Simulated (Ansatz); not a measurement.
# Cobalt, simple cubic under r²SCAN: from relaxation to bulk modulus

What does r²SCAN give for cobalt in the simple cubic structure? We relax it, solve it on a dense k-mesh, switch on spin-orbit coupling, then scale the cell to 7 volumes from 88 to 112 % of the relaxed one and try a fit of the equation of state. The start is antiferromagnetic (G-type). The k-meshes are 12×12×12 for the relaxation; 20×20×20 for the dense run; 12×12×12 for spin-orbit coupling; 14×14×14 for the volumes.

This is Co in the simple cubic structure; at room conditions it is hcp.

Method: DFT r2SCAN, plane waves (500 eV) with PAW, scalar-relativistic; PBE-made PAW files, in Ansatz 0.2.0.

**1. The system as given**

It takes space group Pm-3m (No. 221, cubic). Conventional cell: a = 2.287 Å, b = 2.287 Å, c = 2.287 Å, α = 90.00°, β = 90.00°, γ = 90.00°. Co (site symmetry m-3m) has 6 Co at 2.29 Å as nearest neighbours.

Structure file:

```
Co
1.0
     0.00000    2.28685    2.28685
     2.28685    0.00000    2.28685
     2.28685    2.28685    0.00000
Co
2
Direct
  0.00000 0.00000 0.00000
  0.50000 0.50000 0.50000
```

The atoms start with moments of +1.7, -1.7 μB.

**2. Relaxation of the cell**

File input.yaml:

```yaml
crystal:
  lattice:
    - [0.0, 2.286848805, 2.286848805]
    - [2.286848805, 0.0, 2.286848805]
    - [2.286848805, 2.286848805, 0.0]
  atoms:
    - { symbol: Co, position: [0.0, 0.0, 0.0], spin: 1.7 }
    - { symbol: Co, position: [0.5, 0.5, 0.5], spin: -1.7 }
hamiltonian:
  xc: r2scan
  pseudopotentials:
    kind: paw
    azcp:
      Co: "pseudopotentials/Co.paw.azcp"
basis:
  ecutwfc: 500
  fft_grid_basis: typed
kpoints:
  mp_grid: { grid: [12, 12, 12], shift: [0, 0, 0] }
magnetization:
  spin_polarized: true
scf:
  occupations: { method: fermi_dirac, width: 0.05 }
relax:
  max_steps: 60
  f_tol: 0.01
  cell: {}
```

Started as:

```sh
ansatz run input.yaml --threads 1 --pin off --max-ram 3584MiB --backend cpu --events-out ev --progress --plain --runs-dir out
```

After this run come: Single point on a dense mesh; With spin-orbit coupling; Volume × 0.88; Volume × 0.92; Volume × 0.96; Volume × 1.0; Volume × 1.04; Volume × 1.08; Volume × 1.12.

Before running it: what results should come out? Wanted: space group; conventional cell; volume; shortest distance; gap on the mesh; magnetic state; relative to hcp, ferromagnetic; magnetic state with spin-orbit coupling; V₀, B₀, B₀′.

As calculated:

```
                               quantity                                  value
         space group (spins left aside)                        Pm-3m (No. 221)
                      conventional cell                            a = 2.250 Å
                                 volume                         11.389 Å³/atom
                      shortest distance                                2.250 Å
                        gap on the mesh           none (levels filled in part)
                         magnetic state  ferromagnetic, up to 2.02 μB per atom
         relative to hcp, ferromagnetic                          +811 meV/atom
magnetic state with spin-orbit coupling  ferromagnetic, up to 2.02 μB per atom
                            V₀, B₀, B₀′           12.616 Å³/atom, 153 GPa, 4.6
```

What this shows: The relaxation shrank the cell by 4.8 % in volume. It lies 811 meV/atom above the element's reference form at the same level (hcp, ferromagnetic, from a run of its own), so it is far from stable. The final state is ferromagnetic (largest moment 2.02 μB). That is not the order it started in. No gap shows: it is a metal or semimetal at this level. The spin-orbit run (on a coarser mesh) has the same spin moments. The total energy of the spin-orbit run lies +1.4 eV/atom from the scalar one, but the two kinds of run don't share a zero of energy: only differences within one kind count. B₀ comes out at 153 GPa. Relaxation kept the symmetry; phonons were not checked.
